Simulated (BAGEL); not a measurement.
**HF/cc-pVDZ (density fitting with qzvpp-jkfit) run of CH2BClO2 (SMILES OB1OC1Cl)**

What is the vertical singlet–triplet gap of CH2BClO2 at HF/cc-pVDZ (density fitting with qzvpp-jkfit)? 

The results are computed with BAGEL 1.2.2.

## Step 1: Starting point

CH2BClO2 has 7 atoms, charge 0, and is taken as a singlet. As SMILES, `OB1OC1Cl`. The shape is that of a PBE0-D4/def2-TZVP optimisation. This is one conformer, not always the lowest.

Bond lengths: O1–B2 1.333 Å, B2–O3 1.346 Å, B2–C4 1.501 Å, O3–C4 1.482 Å, C4–Cl5 1.751 Å, O1–H6 0.963 Å, C4–H7 1.084 Å. Some angles: O1–B2–O3 141.1°, O1–B2–C4 156.4°, O3–B2–C4 62.5°, B2–O3–C4 63.9°, B2–C4–O3 53.6°, B2–C4–Cl5 122.2°, O3–C4–Cl5 114.6°, B2–O1–H6 114.1°, B2–C4–H7 126.8°, O3–C4–H7 112.7°.

## Step 2: The energy at HF/cc-pVDZ (density fitting with qzvpp-jkfit)

job.json reads:

```json
{ "bagel": [

{
  "title": "molecule",
  "basis": "cc-pvdz.json",
  "df_basis": "qzvpp-jkfit",
  "angstrom": "true",
  "geometry": [
    { "atom": "O", "xyz": [   -1.069500,    0.083800,    1.473600 ] },
    { "atom": "B", "xyz": [   -0.291500,   -0.110200,    0.408800 ] },
    { "atom": "O", "xyz": [   -0.164100,   -0.913600,   -0.663800 ] },
    { "atom": "C", "xyz": [    0.832700,    0.177100,   -0.543800 ] },
    { "atom": "Cl", "xyz": [    0.715300,    1.412400,   -1.778600 ] },
    { "atom": "H", "xyz": [   -1.811400,   -0.526600,    1.535200 ] },
    { "atom": "H", "xyz": [    1.849700,   -0.190900,   -0.477200 ] }
  ]
},
{
  "title": "hf"
},
{
  "title": "print",
  "file": "orbitals.molden",
  "orbitals": "true"
}

]}
```

The basis set cc-pVDZ is read from a file made from the Basis Set Exchange's data (not shown).

Command:

```console
BAGEL_NUM_THREADS=1 BAGEL job.json > job.out
```

What it wrote:

```text
* using 1 threads per process

  ===============================================================
  ===============================================================

  *** Geometry ***

  { "atom" : "O", "xyz" : [     -2.021062,      0.158359,      2.784700 ] },
  { "atom" : "B", "xyz" : [     -0.550855,     -0.208248,      0.772520 ] },
  { "atom" : "O", "xyz" : [     -0.310104,     -1.726454,     -1.254400 ] },
  { "atom" : "C", "xyz" : [      1.573575,      0.334670,     -1.027633 ] },
  { "atom" : "Cl", "xyz" : [      1.351721,      2.669049,     -3.361067 ] },
  { "atom" : "H", "xyz" : [     -3.423050,     -0.995130,      2.901108 ] },
  { "atom" : "H", "xyz" : [      3.495426,     -0.360749,     -0.901777 ] },

  Number of auxiliary basis functions:      468

  Since a DF basis is specified, we compute 2- and 3-index integrals:
    o Being stored without compression. Storage requirement is 0.026 GB

  Number of basis functions:       84
  Number of electrons      :       46

    * METHOD: MOLECULE                             0.36

  *** RHF ***

  === Nuclear Repulsion ===
   194.5269959800

      * DIIS with orbital gradients will be used.

  === RHF iteration (cc-pvdz.json) ===
      0       -672.74451704          0.01694423           0.10
      1       -672.90070440          0.01282857           0.09
      2       -672.99592433          0.00167785           0.09
      3       -672.99800761          0.00079957           0.09
      4       -672.99841680          0.00015956           0.09
      5       -672.99844652          0.00006222           0.09
      6       -672.99845172          0.00002632           0.09
      7       -672.99845286          0.00000689           0.09
      8       -672.99845294          0.00000302           0.09
      9       -672.99845295          0.00000099           0.09
     10       -672.99845295          0.00000048           0.09
     11       -672.99845295          0.00000017           0.09
     12       -672.99845295          0.00000006           0.09
     13       -672.99845295          0.00000002           0.09
     14       -672.99845295          0.00000001           0.09
    * SCF iteration converged.

    * Permanent dipole moment:
           (    0.242557,     0.454652,    -0.802289) a.u.

    * METHOD: HF                                   1.64

    * METHOD: PRINT                                0.02

  ===============================================================
```

Run time: 2.2 s. Hardware: 1 thread of Arm Neoverse N1, shared host; peak memory 0.12 GiB.

## Step 3: The triplet

input.json reads:

```json
{ "bagel": [

{
  "title": "molecule",
  "basis": "cc-pvdz.json",
  "df_basis": "qzvpp-jkfit",
  "angstrom": true,
  "geometry": [
    { "atom": "O", "xyz": [      -1.069500,       0.083800,       1.473600 ] },
    { "atom": "B", "xyz": [      -0.291500,      -0.110200,       0.408800 ] },
    { "atom": "O", "xyz": [      -0.164100,      -0.913600,      -0.663800 ] },
    { "atom": "C", "xyz": [       0.832700,       0.177100,      -0.543800 ] },
    { "atom": "Cl", "xyz": [       0.715300,       1.412400,      -1.778600 ] },
    { "atom": "H", "xyz": [      -1.811400,      -0.526600,       1.535200 ] },
    { "atom": "H", "xyz": [       1.849700,      -0.190900,      -0.477200 ] }
  ]
},

{ "title": "uhf", "charge": 0, "nopen": 2 },

{ "title": "print", "file": "orbitals.molden", "orbitals": true }

]}
```

The basis set cc-pVDZ is read from a file made from the Basis Set Exchange's data (not shown).

Command:

```console
BAGEL_NUM_THREADS=1 BAGEL input.json > input.out
```

What it wrote:

```text
* using 1 threads per process

  ===============================================================
  ===============================================================

  *** Geometry ***

  { "atom" : "O", "xyz" : [     -2.021062,      0.158359,      2.784700 ] },
  { "atom" : "B", "xyz" : [     -0.550855,     -0.208248,      0.772520 ] },
  { "atom" : "O", "xyz" : [     -0.310104,     -1.726454,     -1.254400 ] },
  { "atom" : "C", "xyz" : [      1.573575,      0.334670,     -1.027633 ] },
  { "atom" : "Cl", "xyz" : [      1.351721,      2.669049,     -3.361067 ] },
  { "atom" : "H", "xyz" : [     -3.423050,     -0.995130,      2.901108 ] },
  { "atom" : "H", "xyz" : [      3.495426,     -0.360749,     -0.901777 ] },

  Number of auxiliary basis functions:      468

  Since a DF basis is specified, we compute 2- and 3-index integrals:
    o Being stored without compression. Storage requirement is 0.026 GB

  Number of basis functions:       84
  Number of electrons      :       46

    * METHOD: MOLECULE                             0.36

  *** Open-shell HF ***

  === Nuclear Repulsion ===
   194.5269959800

      * DIIS with orbital gradients will be used.

  === UHF iteration (cc-pvdz.json) ===
      0       -672.47172991          0.03290478           0.19
      1       -672.62480942          0.02689468           0.19
      2       -672.68181661          0.01846698           0.18
      3       -672.74403305          0.00207141           0.18
      4       -672.74687786          0.00119313           0.18
      5       -672.74869707          0.00076628           0.18
      6       -672.75044592          0.00058061           0.19
      7       -672.75198367          0.00055596           0.19
      8       -672.75245301          0.00052276           0.19
      9       -672.75396351          0.00048462           0.19
     10       -672.75532554          0.00040583           0.19
     11       -672.75647292          0.00021278           0.19
     12       -672.75642029          0.00030356           0.18
     13       -672.75680101          0.00012971           0.19
     14       -672.75686782          0.00010077           0.18
     15       -672.75690061          0.00008831           0.18
     16       -672.75693138          0.00003865           0.19
     17       -672.75693446          0.00002736           0.19
     18       -672.75693659          0.00002400           0.19
     19       -672.75693980          0.00001610           0.19
     20       -672.75694091          0.00001306           0.18
     21       -672.75694207          0.00000832           0.18
     22       -672.75694234          0.00000558           0.19
     23       -672.75694251          0.00000425           0.18
     24       -672.75694256          0.00000318           0.18
     25       -672.75694260          0.00000235           0.18
     26       -672.75694262          0.00000180           0.19
     27       -672.75694264          0.00000092           0.18
     28       -672.75694264          0.00000067           0.19
     29       -672.75694265          0.00000046           0.18
     30       -672.75694265          0.00000030           0.18
     31       -672.75694265          0.00000019           0.18
     32       -672.75694265          0.00000010           0.18
     33       -672.75694265          0.00000005           0.19
     34       -672.75694265          0.00000003           0.19
     35       -672.75694265          0.00000002           0.19
     36       -672.75694265          0.00000001           0.19
     37       -672.75694265          0.00000001           0.19
     38       -672.75694265          0.00000001           0.19
    * SCF iteration converged.

    * S^2 (UHF) is 2.0199

    * Permanent dipole moment:
           (   -0.088780,     0.376179,    -0.212139) a.u.

    * METHOD: UHF                                  7.53

    * METHOD: PRINT                                0.02

  ===============================================================
```

Run time: 8.1 s. Hardware: 1 thread of Arm Neoverse N1, shared host; peak memory 0.11 GiB.

## Step 4: Results

At HF/cc-pVDZ (density fitting with qzvpp-jkfit):

```
                                        quantity          value
                           singlet: total energy  -672.99845 Eh
                          singlet: dipole moment         2.42 D
                            singlet: HOMO energy      -11.07 eV
                            singlet: LUMO energy        4.30 eV
                          singlet: HOMO–LUMO gap       15.37 eV
                           triplet: total energy  -672.75694 Eh
                          triplet: dipole moment         1.12 D
                                   triplet: ⟨S²⟩          2.020
vertical energy of the triplet above the singlet       6.572 eV
```

At this shape the triplet lies 6.57 eV (634 kJ/mol) above the singlet.
